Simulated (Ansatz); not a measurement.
# GaH4 (charge -1): active-space calculation

The task is an active-space calculation, for GaH4 (charge -1).

All numbers are computed with Ansatz 0.2.0, driven from Python. The levels of theory stand in the script.

## 1. Starting point

Bond lengths: Ga1–H2 1.610 Å, Ga1–H3 1.610 Å, Ga1–H4 1.611 Å, Ga1–H5 1.611 Å. Angles: H2–Ga1–H3 109.5°, H2–Ga1–H4 109.5°, H2–Ga1–H5 109.5°, H3–Ga1–H4 109.5°, H3–Ga1–H5 109.5°, H4–Ga1–H5 109.5°.

No structure file is read: the coordinates are typed or built in the script.

## 2. Script

The input, gah4_cas.py:

```python
"""Static correlation in GaH4(-): natural occupations of an active space."""

import ansatz

geometry_ang = [
    ("Ga", (0.0, 0.0, 0.0)),
    ("H", (0.6217, 1.1604, -0.9277)),
    ("H", (-1.0731, 0.6415, 1.0152)),
    ("H", (1.1792, -0.7051, 0.8404)),
    ("H", (-0.7278, -1.0969, -0.9279)),
]
mol = ansatz.Crystal.molecule()
for symbol, xyz in geometry_ang:
    mol = mol.atom(symbol, xyz)

setup = (
    mol.calculation()
    .basis(gaussian="def2-SVP")
    .charge(-1)
    .correlation(active_electrons=4, active_orbitals=4)
)
for method in [None, "sc_nevpt2"]:
    rep = (setup if method is None else setup.correlation(method)).run().report
    space = rep["configurations"]
    state = space["states"][0]
    print(method or "casscf", f"total {rep['free_energy_ev'] / 27.211386246:.6f} Ha, active-space state {state['energy']['hartree']:.6f} Ha, mean field {rep['reference_energy_ev'] / 27.211386246:.6f} Ha")
    print("  determinants", state["n_determinants"], " natural occupations", [round(n, 3) for n in space["natural_occupations"]])
```

## 3. Launch

On the command line:

```sh
$ python gah4_cas.py
```

Output:

```text
casscf total -1925.331063 Ha, active-space state -1925.331063 Ha, mean field -1925.305146 Ha
  determinants 36  natural occupations [1.982, 1.977, 0.023, 0.017]
sc_nevpt2 total -1925.560662 Ha, active-space state -1925.331030 Ha, mean field -1925.305146 Ha
  determinants 36  natural occupations [1.982, 1.977, 0.023, 0.017]
```

Run time: 3.3 s. Hardware: 1 thread of Arm Neoverse V2, shared host; peak memory 0.16 GiB.

## 4. The runs side by side

From the records of these 2 runs:

```csv
run,method,energy (eV),SCF cycles,CPU time (s)
1,not set,-52390.9272,11,1.3
2,sc_nevpt2,-52397.1749,11,1.6
```

## 5. What came out

| quantity | value |
| --- | --- |
| natural occupations | 1.982, 1.977, 0.023, 0.017 |
| runs compared | 2 |

**Reading.** The natural occupations stay near whole numbers, so one determinant describes the state well. Both runs converged. What to keep in mind:
- The geometry is a force-field or estimated start, not a minimum of this method, and the basis set is short of its limit. The active space starts as a window about the frontier orbitals and is then optimised, not chosen by chemistry.
- Anions want diffuse functions, which this basis lacks.
